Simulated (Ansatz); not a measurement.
Below is the output of a Python script on Ansatz 0.2.0, Python API that makes a ladder of methods at one geometry of CH4AlBO, SMILES [CH3][Al]1[BH][O]1. Write a script that gives it. Use (for the species named): MP2, cc-pVDZ basis, multiplicity 1. The script varies method: mp2, ccsd, ccsd_t.

| atom | x (Å) | y (Å) | z (Å) |
| --- | --- | --- | --- |
| C | -0.8073 | 1.1615 | -0.3943 |
| Al | 0.7352 | 0.1083 | 0.0638 |
| B | 1.1512 | -1.9104 | 0.3490 |
| O | 1.8817 | -0.7864 | 1.1301 |
| H | -1.3886 | 0.7260 | -1.2727 |
| H | -1.5333 | 1.2834 | 0.4689 |
| H | -0.5044 | 2.2292 | -0.6915 |
| H | 0.5575 | -2.8687 | 0.2908 |

Output of `python methods.py`:
```text
INFO Hartree-Fock reference -381.586831 Ha
INFO mp2      total -382.069032 Ha  correlation  -13.1213 eV  (90.2 % of the last)
INFO ccsd     total -382.102828 Ha  correlation  -14.0410 eV  (96.5 % of the last)
INFO ccsd_t   total -382.121365 Ha  correlation  -14.5454 eV  (100.0 % of the last)
```

One script that gives this output:

`methods.py`
```python
import logging
import sys

import ansatz as az

logging.basicConfig(stream=sys.stdout, format='%(levelname)s %(message)s')
logger = logging.getLogger('ansatz_job')
logger.setLevel(logging.INFO)

system = (
    az.Crystal.molecule()
    .atom('C', (-0.8073, 1.1615, -0.3943))
    .atom('Al', (0.7352, 0.1083, 0.0638))
    .atom('B', (1.1512, -1.9104, 0.349))
    .atom('O', (1.8817, -0.7864, 1.1301))
    .atom('H', (-1.3886, 0.726, -1.2727))
    .atom('H', (-1.5333, 1.2834, 0.4689))
    .atom('H', (-0.5044, 2.2292, -0.6915))
    .atom('H', (0.5575, -2.8687, 0.2908))
)

model = system.calculation().basis(gaussian='cc-pVDZ')

methods = ['mp2', 'ccsd', 'ccsd_t']
reports = [model.correlation(m).run(threads=1).report for m in methods]
logger.info(f'Hartree-Fock reference {reports[0]["reference_energy_ev"] / 27.211386246:.6f} Ha')
best = reports[-1]['free_energy_ev'] - reports[-1]['reference_energy_ev']
for method, each in zip(methods, reports):
    gained = each['free_energy_ev'] - each['reference_energy_ev']
    logger.info(f'{method:8s} total {each["free_energy_ev"] / 27.211386246:.6f} Ha  correlation {gained:9.4f} eV  ({100 * gained / best:.1f} % of the last)')
```

Notes:
- Total energies depend on the basis set; only differences at equal settings carry meaning.
- The geometry is a force-field or estimated start, not a minimum of this method, and the basis set is short of its limit. A lower total doesn't mark the better method: functionals have no common bound, and MP2 and coupled cluster aren't variational.
- Inner cores stay frozen, so this is valence correlation.
- For Al to Cl the sets with a tight d function, cc-pV(X+d)Z, are usual.
- Timing: 14 s on 1 thread of Arm Neoverse V1 (shared host), peak memory 0.28 GiB.
